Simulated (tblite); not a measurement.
# C6H11NSi2: the cost of one run

Computed with tblite 0.8.0 and PySCF 2.14.0, with density-fitted response routines of our own, on a single molecule, in the gas phase or a continuum. Atoms count from 0, in the outputs and in this text.

## (1) Starting geometry

20 atoms, charge 0, multiplicity 1; geometry from: force field or distance geometry start.

Bonds of the start (Å): N0–C1 1.15, C1–C2 1.43, C2–C3 1.34, C3–C4 1.52, C4–Si5 1.88, Si5–C6 1.85, C6–C7 1.35, C7–Si8 1.83, C2–H9 1.09, C3–H10 1.08, C4–H11 1.10, C4–H12 1.10, Si5–H13 1.49, Si5–H14 1.48, C6–H15 1.10, C7–H16 1.09, Si8–H17 1.48, Si8–H18 1.48, Si8–H19 1.48.

## (2) Optimising the geometry with GFN2-xTB

Job settings and geometry (Å):

```
{"job": {"kind": "relax", "xc": "GFN2-xTB", "basis": "xTB"}, "charge": 0, "multiplicity": 1}
N     -2.598600     3.612200    -0.114700
C     -2.440600     2.488200     0.064300
C     -2.213000     1.093500     0.309600
C     -1.973300     0.241100    -0.700100
C     -1.744300    -1.243700    -0.477600
Si    -0.022200    -1.853700    -0.934700
C      1.268600    -1.084300     0.145700
C      1.773900     0.157900     0.022200
Si     3.052700     0.922400     1.090600
H     -2.267400     0.763000     1.342000
H     -1.946300     0.593100    -1.722300
H     -2.474800    -1.790500    -1.095300
H     -1.951000    -1.517800     0.566600
H      0.277700    -1.529800    -2.354700
H      0.037600    -3.317200    -0.760800
H      1.606000    -1.751800     0.949800
H      1.434200     0.819500    -0.771200
H      2.383800     1.626700     2.213200
H      3.838600     1.899700     0.301600
H      3.953200    -0.117600     1.644700
```

The run is started by

```
$ OMP_NUM_THREADS=1 python probes_run.py task.json out
```

The driver reads the jobs from task.json and runs them one after another.

**Question.** How long does this first job take on 1 thread of Arm Neoverse V1, shared host, and how much memory does it need?

About 1.7 s, with a peak of 0.18 GiB.
